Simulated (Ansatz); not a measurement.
# CH5FGeOS: energies of removing a hydrogen

Aim: energies of removing a hydrogen, for CH5FGeOS, run from a script.

Computed with the Python package of Ansatz 0.2.0. Level of theory: CAM-B3LYP/6-31G*.

## 1. The structure

Bond lengths: C1–O2 1.391 Å, O2–Ge3 1.789 Å, Ge3–F4 1.735 Å, Ge3–S5 2.191 Å, C1–H6 1.159 Å, C1–H7 1.139 Å, C1–H8 1.094 Å, Ge3–H9 1.612 Å, S5–H10 1.376 Å. Angles: C1–O2–Ge3 106.9°, O2–C1–H6 107.8°, O2–C1–H7 110.9°, O2–C1–H8 116.9°, H6–C1–H7 102.2°, H6–C1–H8 106.9°, H7–C1–H8 111.0°, O2–Ge3–F4 109.7°, O2–Ge3–S5 110.7°, O2–Ge3–H9 109.9°, F4–Ge3–S5 112.1°, F4–Ge3–H9 106.5°, S5–Ge3–H9 107.9°, Ge3–S5–H10 92.7°.

The script holds or builds the structure itself.

## 2. The code

Contents of bde.py:

```python
"""X-H bond energies of CH5FGeOS without relaxation."""

import ansatz as az


def single_point(molecule, charge=0, unpaired=0):
    calc = molecule.calculation().basis(gaussian="6-31G*").functional("cam_b3lyp")
    if charge:
        calc = calc.charge(charge)
    if unpaired:
        calc = calc.spin("collinear", total=unpaired)
    return calc.run().report["free_energy_ev"]

GEOMETRY = """
C     0.62820    1.20930   -0.66170
O     0.06040    0.01750   -1.10090
Ge    0.02670   -1.09060    0.30280
F    -0.06860   -2.73250   -0.24910
S    -1.62060   -0.57820    1.65350
H     0.58010    1.96870   -1.53640
H    -0.02940    1.70650    0.12490
H     1.67030    1.16850   -0.33270
H     1.40320   -0.96690    1.13270
H    -2.56730   -0.75340    0.67000
"""

def without(molecule, index):
    rest = az.Crystal.molecule()
    for i, site in enumerate(molecule.cartesian_sites):
        if i != index:
            rest = rest.atom(site.symbol, site.position_ang)
    return rest

ch5fgeos = az.Crystal.molecule()
for line in GEOMETRY.strip().splitlines():
    symbol, *xyz = line.split()
    ch5fgeos = ch5fgeos.atom(symbol, [float(v) for v in xyz])

whole = single_point(ch5fgeos, 0)
hydrogen = single_point(az.Crystal.molecule().atom("H", (0, 0, 0)), 0, 1)
print(f"E(molecule) = {whole:.5f} eV, E(H) = {hydrogen:.5f} eV")
for index in [7, 8, 9]:
    radical = single_point(without(ch5fgeos, index), 0, 1)
    print(f"H{index}: homolysis {(radical + hydrogen - whole):.3f} eV")
    anion = single_point(without(ch5fgeos, index), -1)
    print(f"H{index}: loss of a proton {(anion - whole):.3f} eV")
```

## 3. The run

Run with:

```
$ python bde.py
```

**Question.** What results will this script give? Wanted: weakest bond to hydrogen among those tried; easiest loss of a proton among those tried.

**Answer**, as computed:

| quantity | value |
| --- | --- |
| weakest bond to hydrogen among those tried (homolysis) | H8 (counted from 0), 3.756 eV |
| easiest loss of a proton among those tried | H9, 14.505 eV |
| runs compared | 8 |

What this shows: Atoms are numbered as in the script, from 0. The fragments aren't relaxed and zero-point energy is left out, so these aren't bond dissociation enthalpies. Losing a bare proton in the gas phase costs far more than homolysis, as charges must be parted. All 8 runs converged (8 to 49 cycles). The geometry is a force-field or estimated start, not a minimum of this method, and the basis set is short of its limit. All parts are taken at fixed geometry, without zero-point energy. Anions want diffuse functions, which this basis lacks.
